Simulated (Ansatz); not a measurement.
What does this script print? It uses Ansatz 0.2.0 through its Python package.

`kcdf3_formation.py`:
```python
"""Heat of formation of KCdF3 at zero temperature, after relaxing cells and atoms."""

from collections import Counter
import warnings

import ansatz as az
import numpy as np

PHASES = {
    "KCdF3": (
        [[4.38209, 0.0, 0.0], [0.0, 4.38209, 0.0], [0.0, 0.0, 4.38209]],
        [
            ("K", [0.0, 0.0, 0.0]),
            ("Cd", [0.5, 0.5, 0.5]),
            ("F", [0.0, 0.5, 0.5]),
            ("F", [0.5, 0.0, 0.5]),
            ("F", [0.5, 0.5, 0.0]),
        ],
    ),
    "K": (
        [[-2.6125, 2.6125, 2.6125], [2.6125, -2.6125, 2.6125], [2.6125, 2.6125, -2.6125]],
        [
            ("K", [0.0, 0.0, 0.0]),
        ],
    ),
    "Cd": (
        [[2.97887, 0.0, 0.0], [-1.48944, 2.57978, 0.0], [0.0, 0.0, 5.61765]],
        [
            ("Cd", [1 / 3, 2 / 3, 0.25]),
            ("Cd", [2 / 3, 1 / 3, 0.75]),
        ],
    ),
    "F2": (
        [[9.0, 0.0, 0.0], [0.0, 9.5, 0.0], [0.0, 0.0, 10.0]],
        [
            ("F", [0.5, 0.5, 0.429]),
            ("F", [0.5, 0.5, 0.571]),
        ],
    ),
}


def build(vectors, sites):
    crystal = az.Crystal(lattice=az.Lattice.of(vectors))
    for symbol, position in sites:
        crystal = crystal.atom(symbol, position)
    return crystal

GASES = {"F2"}


def ground_state(name, crystal):
    calc = (
        crystal.calculation()
        .functional(az.Functional.R2SCAN)
        .basis(23 * az.Ry)
        .accuracy("medium")
        .scf(tolerance=1e-09, extra_bands=4)
        .kpoints(spacing=0.3)
        .occupations("cold", width=0.02)
        .stress()
    )
    if name in GASES:
        return calc.kpoints(1, 1, 1).relax(force_tolerance=0.02).run(threads=1)
    calc = calc.relax(force_tolerance=0.02, cell=True)
    return calc.run(threads=1)


def counts(outcome):
    return Counter(site.symbol for site in outcome.lattice.sites)

def formation_energy(outcome, mu):
    n = counts(outcome)
    return (outcome.report["energy_sigma0_ev"] - sum(k * mu[element] for element, k in n.items())) / sum(n.values())


def volume_per_atom(outcome):
    return abs(np.linalg.det(outcome.lattice.cell_ang)) / len(outcome.lattice.sites)


def main() -> None:
    warnings.simplefilter("ignore", az.DeckWarning)

    phases = {name: build(*cell) for name, cell in PHASES.items()}

    done = {name: ground_state(name, crystal) for name, crystal in phases.items()}

    # energy of one atom in its reference phase
    references = {"K": "K", "Cd": "Cd", "F": "F2"}
    mu = {element: done[name].report["energy_sigma0_ev"] / len(done[name].lattice.sites) for element, name in references.items()}

    target = done["KCdF3"]
    heat = formation_energy(target, mu)
    n = counts(target)
    print("cell content:", dict(n), " volume", round(volume_per_atom(target), 3), "A^3/atom")
    print("formation energy", round(heat, 4), "eV/atom,", round(heat * sum(n.values()), 4), "eV per cell")
    print("bound against the elements" if heat < 0 else "unbound against the elements")
    # gas references are bare DFT energies, without zero-point or fitted corrections


if __name__ == "__main__":
    main()
```

```console
$ python kcdf3_formation.py
cell content: {<Element.K: 'K'>: 1, <Element.CD: 'Cd'>: 1, <Element.F: 'F'>: 3}  volume 16.83 A^3/atom
formation energy -2.6996 eV/atom, -13.4979 eV per cell
bound against the elements
```

What to keep in mind:
- The settings weren't tested for convergence.
- The cutoff lies under the one recommended for these potentials.
- For the metals among these phases the mesh is modest: differences between phases can be off by up to 40 meV an atom.
- The program warned that this SCF threshold is loose for forces or stresses.
- The cells come from databases of deposited and of computed structures, and not all need be stable phases.
- The compound is the structure given, not necessarily its lowest; energies are at zero temperature, with no correction for gases. A semilocal functional's error on such energies is often 0.05 to 0.1 eV an atom, and 0.1 to 0.3 eV against gases such as O2 or F2.
- The script silences the warnings on its input, which a real study should read.
- The whole script took 2 min on 1 thread of Arm Neoverse V1, on a shared host, peak memory 1.3 GiB.
